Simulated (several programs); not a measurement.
**What each method gives for WSe₂ (2H-MoS2 type)**

Measured values to be reproduced:
- volume: 20.26 Å³ an atom (from the lattice constants; in-plane a, pristine; “Intrinsic p-type W-based transition metal dichalcogenide by substitutional Ta-doping”; 2017; arxiv:1707.05197)

WSe₂ in the 2H-MoS2 structure, relaxed with r2SCAN+rVV10 in Ansatz, was computed with several methods. It is hexagonal, P6_3/mmc (No. 194); a = 3.300 Å, c = 13.149 Å in the conventional setting, 20.66 Å³ an atom. Around W lie 6 Se at 2.53 Å; around Se lie 3 W at 2.53 Å. The values are computed, spin-unpolarised.

```cif
data_structure
_symmetry_space_group_name_H-M 'P6_3/mmc'
_symmetry_Int_Tables_number 194
_cell_length_a 3.2997
_cell_length_b 3.2997
_cell_length_c 13.1487
_cell_angle_alpha 90.000
_cell_angle_beta 90.000
_cell_angle_gamma 120.000
_cell_volume 123.98
loop_
_atom_site_label
_atom_site_type_symbol
_atom_site_symmetry_multiplicity
_atom_site_Wyckoff_symbol
_atom_site_fract_x
_atom_site_fract_y
_atom_site_fract_z
_atom_site_occupancy
W1 W 2 c 0.33333 0.66667 0.25000 1
Se1 Se 4 f 0.66667 0.33333 0.37666 1
```

Gaps and times are for a single point on this cell; volume and bulk modulus come from each method's own relaxation or energy curve at fixed shape, which is too stiff where a cell has free coordinates or axes. Times are rough, from shared hosts (AMD EPYC 7R13 Processor; Arm Neoverse V1; Arm Neoverse V2), and each method has its own mesh and cell size. A double dagger marks a value from a curve with shape and coordinates held. A star marks a curve whose lowest point is an end point. PM7 (MOPAC), GFN1-xTB (tblite), GFN2-xTB (tblite) treat a cluster of cells at its zone centre, which samples few k points: where these miss a band edge, the gap comes out too large for that reason alone. Gaps from k meshes are read at a limited set of points (mesh, symmetry points, PBE's band edges), so each method's own least gap may be somewhat smaller. xTB and the PM methods were fitted mostly to molecules, and can miss a solid's gap by electronvolts. Minimal bases can be far off for gaps. Times of the plane-wave ladder aren't listed, since it ran on unlike processors and cards. Curves at held shape can't give the bulk modulus of a layered or molecular crystal, so none is listed. d marks a direct gap, i an indirect one (no mark: not told apart), a dash a value that wasn't computed or didn't pass its checks.

```json
{"method": "PBE-D3(BJ)", "kind": "semilocal", "gap (eV)": "–", "own volume (Å³/atom)": "19.85", "bulk modulus (GPa)": "–", "atoms computed": "6", "processor time": "–"}
{"method": "r2SCAN+rVV10", "kind": "semilocal", "gap (eV)": "–", "own volume (Å³/atom)": "20.66", "bulk modulus (GPa)": "–", "atoms computed": "6", "processor time": "–"}
{"method": "PBE-D4", "kind": "semilocal", "gap (eV)": "–", "own volume (Å³/atom)": "19.92", "bulk modulus (GPa)": "–", "atoms computed": "6", "processor time": "–"}
{"method": "GFN1-xTB (tblite)", "kind": "tight binding", "gap (eV)": "1.99", "own volume (Å³/atom)": "20.28‡", "bulk modulus (GPa)": "–", "atoms computed": "cluster", "processor time": "3.8 s"}
{"method": "light PBE (260 eV and a coarse mesh)", "kind": "light plane-wave", "gap (eV)": "1.03 i", "own volume (Å³/atom)": "–", "bulk modulus (GPa)": "–", "atoms computed": "6", "processor time": "4.3 s"}
{"method": "GFN2-xTB (tblite)", "kind": "tight binding", "gap (eV)": "0.92", "own volume (Å³/atom)": "21.01‡", "bulk modulus (GPa)": "–", "atoms computed": "cluster", "processor time": "7.2 s"}
{"method": "LDA", "kind": "semilocal", "gap (eV)": "0.96 i", "own volume (Å³/atom)": "–", "bulk modulus (GPa)": "–", "atoms computed": "6", "processor time": "–"}
{"method": "PBE/SZV (CP2K)", "kind": "small basis", "gap (eV)": "0.85 i", "own volume (Å³/atom)": "22.96*‡", "bulk modulus (GPa)": "–", "atoms computed": "6", "processor time": "16 s"}
{"method": "PBE", "kind": "semilocal", "gap (eV)": "1.02 i", "own volume (Å³/atom)": "–", "bulk modulus (GPa)": "–", "atoms computed": "6", "processor time": "–"}
{"method": "PBE/DZVP (CP2K)", "kind": "small basis", "gap (eV)": "1.03 i", "own volume (Å³/atom)": "21.27‡", "bulk modulus (GPa)": "–", "atoms computed": "6", "processor time": "37 s"}
{"method": "r2SCAN", "kind": "semilocal", "gap (eV)": "1.14 i", "own volume (Å³/atom)": "–", "bulk modulus (GPa)": "–", "atoms computed": "6", "processor time": "–"}
{"method": "PBE+SOC", "kind": "semilocal", "gap (eV)": "0.95 i", "own volume (Å³/atom)": "–", "bulk modulus (GPa)": "–", "atoms computed": "6", "processor time": "–"}
{"method": "PM7 (MOPAC)", "kind": "semi-empirical", "gap (eV)": "5.07", "own volume (Å³/atom)": "–", "bulk modulus (GPa)": "–", "atoms computed": "cluster", "processor time": "2.4 min"}
{"method": "HSE06", "kind": "hybrid", "gap (eV)": "1.50 i", "own volume (Å³/atom)": "–", "bulk modulus (GPa)": "–", "atoms computed": "6", "processor time": "–"}
{"method": "PBE0", "kind": "hybrid", "gap (eV)": "2.15 i", "own volume (Å³/atom)": "–", "bulk modulus (GPa)": "–", "atoms computed": "6", "processor time": "–"}
{"method": "r2SCANh", "kind": "hybrid", "gap (eV)": "1.58 i", "own volume (Å³/atom)": "–", "bulk modulus (GPa)": "–", "atoms computed": "6", "processor time": "–"}
{"method": "DDH-PBE0", "kind": "hybrid", "gap (eV)": "1.38 i", "own volume (Å³/atom)": "–", "bulk modulus (GPa)": "–", "atoms computed": "6", "processor time": "–"}
```

Against HSE06 (1.50 eV) and with closed or daggered gaps left aside, the nearest gap at the points sampled is that of r2SCANh (+0.08 eV) and the farthest that of PM7 (MOPAC) (+3.57 eV). HSE06 is only a yardstick of convenience, and nearness to it can be luck.

Runs without a result: GLLB-SC (GPAW) (single point).

Comparison with experiment:
- Volume, measured 20.26 Å³ an atom: PBE-D3(BJ) -2.0 %, r2SCAN+rVV10 +2.0 %, PBE-D4 -1.7 %.
The calculations are for a static lattice; samples hold vibrations, temperature and, in optical gaps, excitons. A measured value is shown where most reports agree with it, and only for the quantities listed.

Only the rows marked +SOC include spin-orbit coupling.
